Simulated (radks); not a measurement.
# Ionisation of Te: one atom, several choices of exchange strength α

One table from this session's results is given with a row withheld; the runs are named, their logs left out.

Program: radks (a radial shooting solver on a logarithmic mesh, Libxc functionals) version 1. Level of theory: Dirac Kohn-Sham, spin-unpolarised, spherical densities, point nucleus; open shells are shared between the two j in proportion to 2j + 1. These are calculated values, not measurements, unless marked.

### Starting point

| Quantity | Value |
| --- | --- |
| element | tellurium (Z = 52) |
| charge | 0 |
| electrons | 52 |
| configuration | [Kr] 4d10 5s2 5p4 |
| ion | Te⁺, [Kr] 4d10 5s2 5p3 |
| choices | α = 0.563; α = 0.57; α = 0.583; α = 0.667; α = 0.793; α = 0.869; α = 0.873; α = 0.931 |

The outer shells:

Te
```
[Kr] core
4d [↑↓][↑↓][↑↓][↑↓][↑↓]
5s [↑↓]
5p [↑↓][↑ ][↑ ]
```

Te⁺
```
[Kr] core
4d [↑↓][↑↓][↑↓][↑↓][↑↓]
5s [↑↓]
5p [↑ ][↑ ][↑ ]
```

The first run:

Settings of this run:

```text
Z 52
configuration [Kr] 4d10 5s2 5p4
relativity Dirac
functional xalpha 0.563
spin unpolarised
j_filling average
nucleus point
c 137.035999084
```

Steps of the session up to this table: α = 0.563: Te.

One of the session's tables, all rows but one given; the rest of the session is left out.

It belongs to the step «α = 0.563: Te». Sizes of the orbitals, from the radial functions (bohr):

```
level     <r>  outermost maximum (interpolated)  90 % within  nodes
4s1/2  0.7679                             0.703         1.11      3
4p1/2  0.8060                             0.724         1.18      2
4p3/2  0.8357                             0.749         1.23      2
4d3/2       ?                                 ?            ?      ?
4d5/2  0.9911                             0.821         1.53      1
5s1/2   2.112                              1.80         3.12      4
5p1/2   2.684                              2.13         4.13      3
5p3/2   2.845                              2.24         4.40      3
```

**Question.** Estimate the row for 4d3/2.

**Answer.** <r>: 0.9781; outermost maximum (interpolated): 0.812; 90 % within: 1.51; nodes: 1. In the column «<r>» it lies between 4p3/2 (0.8357) and 4d5/2 (0.9911).

Limits of these values: Spin polarisation and multiplet splitting are left out, so open shells lie too high by an amount that depends on their filling.
